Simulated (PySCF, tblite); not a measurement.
# C₈H₆ClN₃: geometry, infrared bands and NMR shifts

Aim: predict the infrared bands and NMR shifts of C₈H₆ClN₃ (`Clc1ccc(-n2nccn2)cc1`).

Computed with tblite 0.8.0 and PySCF 2.14.0, with density-fitted response routines of our own, on a single molecule in the gas phase. Atoms are numbered from 0 throughout.

### Step 1. Starting geometry

18 atoms, charge 0, multiplicity 1; geometry from: force field or distance geometry start.

Bonds of the start (Å): Cl0–C1 1.74, C1–C2 1.38, C2–C3 1.41, C3–C4 1.41, C4–N5 1.42, N5–N6 1.36, N6–C7 1.33, C7–C8 1.39, C8–N9 1.33, C4–C10 1.40, C10–C11 1.40, C11–C1 1.40, N9–N5 1.36, C2–H12 1.08, C3–H13 1.08, C7–H14 1.09, C8–H15 1.09, C10–H16 1.08, C11–H17 1.09.

### Step 2. Optimising the geometry with GFN2-xTB

Job settings and geometry (Å):

```
{"job": {"kind": "relax", "xc": "GFN2-xTB", "basis": "xTB"}, "charge": 0, "multiplicity": 1}
Cl     4.630600    -0.031600     0.483700
C      2.906000    -0.013600     0.294800
C      2.247200     1.190800     0.162900
C      0.847100     1.214100     0.004500
C      0.131900    -0.002700     0.019700
N     -1.284200     0.007000    -0.138900
N     -2.015100    -1.135900    -0.146800
C     -3.251100    -0.672100    -0.297300
C     -3.234900     0.713300    -0.384200
N     -1.991200     1.162100    -0.277100
C      0.814600    -1.219000     0.157100
C      2.204000    -1.225400     0.306500
H      2.782100     2.133800     0.169500
H      0.341300     2.160700    -0.101800
H     -4.094400    -1.354600    -0.344800
H     -4.059100     1.414300    -0.501500
H      0.284100    -2.162400     0.164300
H      2.732200    -2.172400     0.418000
```

The run is started by

```
> OMP_NUM_THREADS=1 python probes_run.py task.json out
```

The driver reads the jobs from task.json and runs them one after another.

**Question.** This job is followed by: GFN2-xTB harmonic vibrations, gas phase; GIAO PBE0/pcSseg-1 NMR shielding, non-relativistic, gas phase. What will the session give for the following? strongest single infrared mode (GFN2-xTB); zero-point energy (GFN2-xTB); ¹³C shifts against TMS (PBE0/pcSseg-1, means over atoms taken as alike); ¹H shifts against TMS (PBE0/pcSseg-1, means over atoms taken as alike); ³⁵Cl shifts against HCl (PBE0/pcSseg-1); ¹⁵N shifts against NH3 (PBE0/pcSseg-1, means over atoms taken as alike); surface potential, 1st and 99th percentile.

**Answer**, as computed:

```
                                                               quantity                                  value
                              strongest single infrared mode (GFN2-xTB)                  1472 cm⁻¹, 147 km/mol
                                           zero-point energy (GFN2-xTB)                          79.4 kcal/mol
¹³C shifts against TMS (PBE0/pcSseg-1, means over atoms taken as alike)  144.7, 141.9, 140.2, 135.4, 125.0 ppm
 ¹H shifts against TMS (PBE0/pcSseg-1, means over atoms taken as alike)                   8.70, 7.87, 7.72 ppm
                                ³⁵Cl shifts against HCl (PBE0/pcSseg-1)                                236 ppm
¹⁵N shifts against NH3 (PBE0/pcSseg-1, means over atoms taken as alike)                       351.5, 285.6 ppm
                                  surface potential, 1st and 99th percentile                     -1.01 V and 1.26 V
```

Relaxing lowered the energy by 0.209 eV in 16 steps; the close pair that moved most is N5–N9, from 1.361 to 1.318 Å. No mode is imaginary among the 48: a minimum at this level. The strongest single mode, at 1472 cm⁻¹, is spread over several atoms, C4, N5, C11, C2 among them. GFN2-xTB is a fitted tight-binding method: band positions and strengths are rough. Its intensities can rank the bands wrongly. At PBE0/pcSseg-1: The widest tensor belongs to N6, N9: span 521 ppm, with a paramagnetic part of -407 ppm. NICS(1)zz of -24 ppm above the planar ring from C1 marks a diatropic (aromatic) ring current. NICS(1)zz of -30 ppm above the planar ring from N5 marks a diatropic (aromatic) ring current. By nearest atom (PBE0/pcSseg-1), the HOMO sits on C1, C4 about 16 % each; Cl0 14 % and the LUMO on C1, C4 about 13 % each; N6, N9 about 13 % each.
